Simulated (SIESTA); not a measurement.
A run of SIESTA 5.4.2 is set up as follows.

BPd2.fdf

```
SystemName                      BPd2
SystemLabel                     BPd2
NumberOfSpecies                 2
NumberOfAtoms                   6
%block ChemicalSpeciesLabel
  1  46 Pd
  2   5 B
%endblock ChemicalSpeciesLabel

LatticeConstant                 1.0 Ang
%block LatticeVectors
     4.6918000000     0.0000000000     0.0000000000
     0.0000000000     5.1271000000     0.0000000000
     0.0000000000     0.0000000000     3.1096000000
%endblock LatticeVectors
AtomicCoordinatesFormat         Fractional
%block AtomicCoordinatesAndAtomicSpecies
     0.2500000000     0.8448900000     0.5000000000  1  Pd
     0.7500000000     0.1551100000     0.5000000000  1  Pd
     0.7500000000     0.6551100000     0.0000000000  1  Pd
     0.2500000000     0.3448900000     0.0000000000  1  Pd
     0.5000000000     0.5000000000     0.5000000000  2  B
     0.0000000000     0.0000000000     0.0000000000  2  B
%endblock AtomicCoordinatesAndAtomicSpecies

%block kgrid.MonkhorstPack
    6   0   0  0.0
    0   5   0  0.0
    0   0   9  0.0
%endblock kgrid.MonkhorstPack
XC.Functional                   GGA
XC.Authors                      PBEsol
PAO.BasisSize                   DZP
PAO.EnergyShift                 0.003 Ry
Mesh.Cutoff                     800 Ry
OccupationFunction              FD
ElectronicTemperature           0.05 eV
MaxSCFIterations                120
SCF.MustConverge                false
SCF.Mixer.Method                Pulay
SCF.Mixer.Weight                0.25
SCF.Mixer.History               8
SCF.DM.Tolerance                5.0e-05
SCF.H.Tolerance                 1.0e-03 eV
WriteForces                     true
Charge.Mulliken                 end
Charge.Hirshfeld                end
Charge.Voronoi                  end
SaveRho                         true
SaveElectrostaticPotential      true
%block PAO.Basis
  Pd 5
  n=4 0 2
    2.827 0.000
  n=5 0 2
    8.651 0.000
  n=4 1 2
    3.241 0.000
  n=5 1 1
    8.651
  n=4 2 2
    5.842 0.000
%endblock PAO.Basis
```

Potentials or basis: PseudoDojo 0.4 standard (PBEsol files), DZP (energy shift 0.003 Ry; two zetas on semicore shells).

Launch:

```sh
$ siesta BPd2.fdf > BPd2.out 2>&1
```

Q: Estimate the largest force.

A: 0.035 eV/Å.

Q: What does it give for the band gap on the k mesh?

A: None (metal or under the smearing width).

Q: Estimate the Voronoi charges.

A: Pd +0.09; B -0.19 e.

Forces in eV/Å, atoms in the order of the input:
```
Pd   0.009  0.034  0.000
Pd  -0.009 -0.034  0.000
Pd   0.009 -0.034  0.000
Pd  -0.009  0.034  0.000
B    0.000  0.000  0.000
B    0.000  0.000  0.000
```

Caveat: the basis of atomic orbitals isn't converged, which shifts pressures, moduli and gaps.
